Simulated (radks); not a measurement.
**Se³⁺ in [Ar] 3d10 4s1.5 4p1 5p0.5: an all-electron calculation**

Aim: the levels, the sizes of the orbitals and the parts of the energy of the selenium ion Se3+.

The numbers are computed with radks (a radial shooting solver on a logarithmic mesh, Libxc functionals) version 1 (Dirac Kohn-Sham, BLYP, spin-unpolarised, spherical densities, finite nucleus; open shells fill j = l - 1/2 first), except any that are marked as measured or tabulated.

## Step 1: Starting point

| Quantity | Value |
| --- | --- |
| element | selenium (Z = 34) |
| charge | +3 |
| electrons | 31 |
| configuration | [Ar] 3d10 4s1.5 4p1 5p0.5 |
| nuclear rms radius | 4.14 fm |

## Step 2: Self-consistent calculation

Input:

```text
Z 34
configuration [Ar] 3d10 4s1.5 4p1 5p0.5 5s0 4d0
relativity Dirac
functional b88,lyp
spin unpolarised
j_filling energy
nucleus finite rms 4.14 fm
c 137.035999084
```

Started as:

```bash
> python run_ks.py task.json out
```

All runs below come from this command, one after another.

**Question.** What will this run give?

As calculated:

| quantity | value |
| --- | --- |
| total energy | -2427.61978 hartree |
| exchange-correlation share of it | 3.59 % |
| −T/E | 1.0241 |
| highest occupied level | 5p1/2, -16.310 eV |
| most extended occupied level | 5p1/2, <r> = 4.10 bohr |
| radius at density 0.001 e/bohr³ | 3.93 bohr |
| maxima of the radial density | 3 |

The radial density shows 3 maxima for 5 occupied principal shells; where shells overlap, one shows as a shoulder or not at all. −T/E is 1.024: with relativity the kinetic term as defined here no longer equals −E. This is not the tabulated ground configuration, so its levels and sizes aren't those of the ground state, and no measured value stands beside it.
